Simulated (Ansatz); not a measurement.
# TaOF: the cost of one run

Computed with Ansatz 0.2.0 (DFT PBE, scalar-relativistic, plane waves, PAW, unless a step's input says otherwise).

### Step 1. Starting point

Symmetry: P4/nmm, No. 129, tetragonal system. Conventional cell: a = 3.293 Å, b = 3.293 Å, c = 5.690 Å, α = 90.00°, β = 90.00°, γ = 90.00°. Around Ta (site symmetry 4mm) lie 4 O at 2.18 Å and 5 F at 2.24 to 2.41 Å. O (site symmetry -4m2) is surrounded by 4 Ta at 2.18 Å. Around F (site symmetry 4mm) lie 5 Ta at 2.24 to 2.41 Å.

Coordinates:

```xyz
6
Lattice="3.2925 0.0000 0.0000 0.0000 3.2925 0.0000 0.0000 0.0000 5.6901" Properties=species:S:1:pos:R:3 pbc="T T T"
Ta    0.0000    1.6463    4.2676
Ta    1.6463    0.0000    1.4225
O     0.0000    0.0000    0.0000
O     1.6463    1.6463    0.0000
F     0.0000    1.6463    2.0314
F     1.6463    0.0000    3.6587
```

A structure generator made this guess: species swapped into a database cell of NiAsRh (P4/nmm, No. 129), with O on the Ni sites, F on the As sites and Ta on the Rh sites. Its size is a rough estimate.

### Step 2. Probe: one point on a coarse mesh

input.yaml

```yaml
crystal:
  lattice:
    - [3.29250521, 0.0, 0.0]
    - [0.0, 3.29250521, 0.0]
    - [0.0, 0.0, 5.69007673]
  atoms:
    - { symbol: Ta, position: [0.0, 0.5, 0.75] }
    - { symbol: Ta, position: [0.5, 0.0, 0.25] }
    - { symbol: O, position: [0.0, 0.0, 0.0] }
    - { symbol: O, position: [0.5, 0.5, 0.0] }
    - { symbol: F, position: [0.0, 0.5, 0.35699999] }
    - { symbol: F, position: [0.5, 0.0, 0.64300001] }
basis:
  ecutwfc: 420
kpoints:
  mp_grid: { grid: [6, 6, 4] }
hamiltonian:
  xc: pbe
scf:
  occupations: { method: gaussian, width: 0.1 }
  lower_state_search: "off"
output:
  forces: true
  stress: true
  eigenvalues: true
```

Run with:

```
> ansatz run input.yaml --threads 1 --pin off --max-ram 2560MiB --backend cpu --events-out ev --progress --plain --runs-dir out
```

Q: Estimate wall time and peak memory on 1 thread of Intel Xeon 6975P-C (Granite Rapids), shared host.

About 1.9 s, with a peak of 0.38 GiB.
